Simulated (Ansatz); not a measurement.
# TlPd3: the cost of one run

Method: DFT PBEsol, scalar-relativistic, in Ansatz 0.2.0.

## Step 1: The starting structure

Symmetry: I4/mmm, No. 139, tetragonal system. The conventional cell has a = 4.146 Å, b = 4.146 Å, c = 7.497 Å, α = 90.00°, β = 90.00°, γ = 90.00°. Around Tl (site symmetry 4/mmm) lie 12 Pd at 2.79 to 2.93 Å. Around Pd (site symmetry -4m2) lie 4 Tl at 2.79 Å and 8 Pd at 2.79 to 2.93 Å. Around Pd (site symmetry 4/mmm) lie 8 Pd at 2.79 Å and 4 Tl at 2.93 Å.

As a file:

```cif
data_structure
_symmetry_space_group_name_H-M 'I4/mmm'
_symmetry_Int_Tables_number 139
_cell_length_a 4.1460
_cell_length_b 4.1460
_cell_length_c 7.4970
_cell_angle_alpha 90.000
_cell_angle_beta 90.000
_cell_angle_gamma 90.000
_cell_volume 128.87
loop_
_atom_site_label
_atom_site_type_symbol
_atom_site_symmetry_multiplicity
_atom_site_Wyckoff_symbol
_atom_site_fract_x
_atom_site_fract_y
_atom_site_fract_z
_atom_site_occupancy
Tl1 Tl 2 a 0.00000 0.00000 0.00000 1
Pd1 Pd 4 d 0.00000 0.50000 0.25000 1
Pd2 Pd 2 b 0.50000 0.50000 0.00000 1
```

The file gives the conventional cell by its symmetry; the runs use the cell typed in the input.

Atoms are numbered in the order of the input: Tl1, Pd2, Pd3, Pd4.

## Step 2: Volume × 0.96, LAPW

The input, input.yaml:

```yaml
crystal:
  lattice:
    - [-2.044983052, 2.044983052, 3.6978383842]
    - [2.044983052, -2.044983052, 3.6978383842]
    - [2.044983052, 2.044983052, -3.6978383842]
  atoms:
    - { symbol: Tl, position: [0.0, 0.0, 0.0] }
    - { symbol: Pd, position: [0.75, 0.25, 0.5] }
    - { symbol: Pd, position: [0.25, 0.75, 0.5] }
    - { symbol: Pd, position: [0.5, 0.5, 0.0] }
kpoints:
  mp_grid: { grid: [12, 12, 12] }
  band_path:
    path:
      - [0.0, 0.0, 0.0]
      - [0.0, 0.0, 0.5]
      - [0.25, 0.25, 0.25]
      - [0.0, 0.5, 0.0]
      - [0.0, 0.0, 0.0]
      - [0.5, 0.5, -0.5]
      - [0.3264581143, 0.6735418857, -0.3264581143]
      - [-0.3264581143, 0.3264581143, 0.3264581143]
      - [0.0, 0.0, 0.0]
    npoints: 5
scf:
  occupations: { method: fermi_dirac, width: 0.08 }
hamiltonian:
  xc: pbesol
  pseudopotentials: { kind: all_electron, lapw: { basis_error: 0.001 } }
output:
  forces: true
  stress: true
  eigenvalues: true
```

Launch:

```bash
ansatz run input.yaml --threads 1 --pin off --max-ram 4096MiB --backend cpu --events-out ev --progress --plain --runs-dir out
```

What time and memory should one allow on 1 thread of Arm Neoverse V1, shared host?

About 5.9 min, with a peak of 1.8 GiB.
